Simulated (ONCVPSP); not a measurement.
# An ONCV potential for cadmium, from input to tests

Aim: build the potential from the settings below, then test how well it stands in for the atom: other configurations, scattering, ghost states and the plane-wave cutoff that it needs.

Method: ONCVPSP 4.0.1, PW91, scalar-relativistic.

## (1) Settings

Typed settings, in words:

```json
{
  "element": "cadmium (Cd, Z = 48)",
  "type": "optimised norm-conserving Vanderbilt (ONCV)",
  "frozen core": "[Ar] 3d10",
  "valence charge": "20",
  "reference configuration": "4s2 4p6 4d10 5s0.5 (charge +1.5)",
  "partial waves": "4s+5s: rc 1.45 bohr, ncon 4, nbas 8, qcut 9.3 1/bohr, 2 projectors; 4p: rc 1.60 bohr, ncon 3, nbas 8, qcut 11 1/bohr, 2 projectors, debl 0.6 Ha; 4d: rc 1.25 bohr, ncon 4, nbas 7, qcut 7.6 1/bohr, 2 projectors, debl 2.4 Ha",
  "local potential": "polynomial inside 1.10 bohr (lpopt 5, dvloc0 3 Ha)",
  "core correction": "Teter function, fcfact 3.25, rcfact 1.3"
}
```

An earlier all-electron run gives the scale for the radii.

All-electron outer shells of the reference configuration (PW91, scalar-relativistic, ld1.x):

| shell | level (eV) | outermost node (bohr) | outermost maximum (bohr) |
| --- | --- | --- | --- |
| 3d | -407.48 | – | 0.27 |
| 4s | -119.73 | 0.43 | 0.79 |
| 4p | -80.80 | 0.43 | 0.84 |
| 4d | -25.43 | 0.42 | 0.98 |
| 5s | -17.17 | 1.06 | 2.18 |
| 5p | -10.99 | 1.18 | 2.73 |

## (2) Generating the potential

Cd.dat

```
# ATOM AND REFERENCE CONFIGURATION
# atsym  z   nc   nv     iexc    psfile
  Cd 48.00    6    4  -109134      upf
#
#   n    l    f
    1    0    2.00
    2    0    2.00
    2    1    6.00
    3    0    2.00
    3    1    6.00
    3    2   10.00
    4    0    2.00
    4    1    6.00
    4    2   10.00
    5    0    0.50
#
# PSEUDOPOTENTIAL AND OPTIMIZATION
# lmax
    2
#
#   l,   rc,      ep,       ncon, nbas, qcut
    0    1.45    0.00    4    8    9.30
    1    1.60    0.00    3    8   11.00
    2    1.25    0.00    4    7    7.60
#
# LOCAL POTENTIAL
# lloc, lpopt,  rc(5),   dvloc0
    4    5    1.10    3.00
#
# VANDERBILT-KLEINMAN-BYLANDER PROJECTORs
# l, nproj, debl
    0    2    2.20
    1    2    0.60
    2    2    2.40
#
# MODEL CORE CHARGE
# icmod, fcfact, rcfact
    3    3.25    1.30
#
# LOG DERIVATIVE ANALYSIS
# epsh1, epsh2, depsh
   -6.00    5.00    0.04
#
# OUTPUT GRID
# rlmax, drl
    6.00    0.01
#
# TEST CONFIGURATIONS
# ncnf
    4
# nvcnf
#   n    l    f
    4
    4    0    2.00
    4    1    6.00
    4    2   10.00
    5    0    2.00
#
    4
    4    0    2.00
    4    1    6.00
    4    2   10.00
    5    0    1.00
#
    4
    4    0    2.00
    4    1    6.00
    4    2   10.00
    5    0    0.00
#
    5
    4    0    2.00
    4    1    6.00
    4    2   10.00
    5    0    1.00
    5    1    1.00
#
```

Started as:

```bash
$ oncvpsp.x < Cd.dat > Cd.out
```

What does the calculation give? Wanted: cutoffs for 1 and 0.1 mHa per electron, occupied waves; bound ghosts; GHOST(+) flags; largest test error; largest phase difference near zero energy, channels read; rms error of d²Exc/dn², without and with the model core; projector energies reset by the program.

The runs gave:

| quantity | value |
| --- | --- |
| cutoffs for 1 and 0.1 mHa per electron, occupied waves | 54 Ha and 104 Ha |
| bound ghosts | none found |
| GHOST(+) flags | none at low energy |
| largest test error (AE − PS) | +2.0 meV, for 4s2 4p6 4d10 5s1 5p1 |
| largest phase difference near zero energy, channels read | 0.000 rad |
| rms error of d²Exc/dn², without and with the model core | 2.68 and 0.44 mHa |
| projector energies reset by the program | p: -2.970, 0.250 Ha |

In words: By total energies transferability is very good: the largest error is 2.0 meV on 12.2 eV, for 4s2 4p6 4d10 5s1 5p1. The potential is hard: the looser tolerance needs 54 Ha. At the looser tolerance the 4d wave is the slowest; 4s needs 30 Ha. It is free of bound ghosts as far as tested. Near zero energy the phases of the channels with partial waves agree within 0.001 rad. All of this concerns the isolated atom, not yet a solid.
